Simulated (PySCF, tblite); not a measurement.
# C₄H₁₆GeSi₂: geometry, infrared bands and NMR shifts

Aim: predict the infrared bands and NMR shifts of C₄H₁₆GeSi₂ (`C[CH2][GeH2][SiH2]CC[SiH3]`).

The runs use tblite 0.8.0 and PySCF 2.14.0, with density-fitted response routines of our own; the level of theory stands in each step. All values are computed, except where a source is named. Atoms count from 0, in the outputs and in this text.

### Step 1. The starting structure

23 atoms, charge 0, multiplicity 1; geometry from: force field or distance geometry start.

Bonds of the start (Å): C0–C1 1.51, C1–Ge2 1.94, Ge2–Si3 2.30, Si3–C4 1.89, C4–C5 1.53, C5–Si6 1.87, C0–H7 1.12, C0–H8 1.11, C0–H9 1.10, C1–H10 1.12, C1–H11 1.12, Ge2–H12 1.56, Ge2–H13 1.55, Si3–H14 1.46, Si3–H15 1.48, C4–H16 1.11, C4–H17 1.11, C5–H18 1.11, C5–H19 1.11, Si6–H20 1.47, Si6–H21 1.47, Si6–H22 1.48.

### Step 2. Optimising the geometry with GFN2-xTB

Job settings and geometry (Å):

```
{"job": {"kind": "relax", "xc": "GFN2-xTB", "basis": "xTB"}, "charge": 0, "multiplicity": 1}
C     -2.914400     1.973800     0.323500
C     -2.105600     0.703300     0.250300
Ge    -1.283600     0.494700    -1.497900
Si    -0.040500    -1.437300    -1.534600
C      1.055600    -1.506400    -0.000400
C      2.037300    -0.339000    -0.002200
Si     3.137500    -0.406700     1.514100
H     -3.369900     2.081700     1.337200
H     -3.731300     1.944200    -0.430400
H     -2.279500     2.857600     0.138700
H     -1.298700     0.730900     1.022500
H     -2.756000    -0.180700     0.462700
H     -2.403900     0.426700    -2.574300
H     -0.360700     1.708000    -1.778900
H      0.784400    -1.476700    -2.738700
H     -0.948800    -2.600800    -1.496300
H      0.409100    -1.460500     0.896400
H      1.606300    -2.474800    -0.014700
H      1.494300     0.631000     0.020300
H      2.694200    -0.375600    -0.895700
H      3.889000    -1.664800     1.522400
H      4.071900     0.726300     1.499100
H      2.308300    -0.328100     2.738900
```

Launch:

```sh
$ OMP_NUM_THREADS=1 python probes_run.py task.json out
```

The driver reads the jobs from task.json and runs them one after another.

**Question.** This job is followed by: GFN2-xTB harmonic vibrations, gas phase; GIAO PBE0/pcSseg-1 NMR shielding, non-relativistic, gas phase. Predict these results of the whole session: strongest single infrared mode (GFN2-xTB); zero-point energy (GFN2-xTB); 13C shifts against TMS (PBE0/pcSseg-1); 1H shifts against TMS (PBE0/pcSseg-1, means over atoms taken as alike); 73Ge shifts against GeMe4 (PBE0/pcSseg-1); 29Si shifts against TMS (PBE0/pcSseg-1); surface potential, 1st and 99th percentile.

The runs gave:

| quantity | value |
| --- | --- |
| strongest single infrared mode (GFN2-xTB) | 1929 cm⁻¹, 599 km/mol |
| zero-point energy (GFN2-xTB) | 109.2 kcal/mol |
| 13C shifts against TMS (PBE0/pcSseg-1) | 15.6, 8.5, 7.8, 6.9 ppm |
| 1H shifts against TMS (PBE0/pcSseg-1, means over atoms taken as alike) | 4.11, 3.87, 3.55, 1.28, 0.91, 0.81, 0.76 ppm |
| 73Ge shifts against GeMe4 (PBE0/pcSseg-1) | -246 ppm |
| 29Si shifts against TMS (PBE0/pcSseg-1) | -62.4, -66.5 ppm |
| surface potential, 1st and 99th percentile | -0.18 V and 0.84 V |

**Reading.** Relaxing lowered the energy by 0.273 eV in 84 steps; the close pair that moved most is Ge2–Si3, from 2.298 to 2.350 Å. All 63 modes are real, so the xTB geometry is a minimum. The strongest single mode, at 1929 cm⁻¹, moves mainly H12 and H13. Unscaled tight-binding wavenumbers are off by several per cent, some by more. Its intensities can rank the bands wrongly. At PBE0/pcSseg-1: Shielding is most anisotropic at Ge2 (span 270 ppm, paramagnetic term -1183 ppm). Spin-orbit coupling is left out, which matters for shieldings and couplings at and beside the heavy atoms.
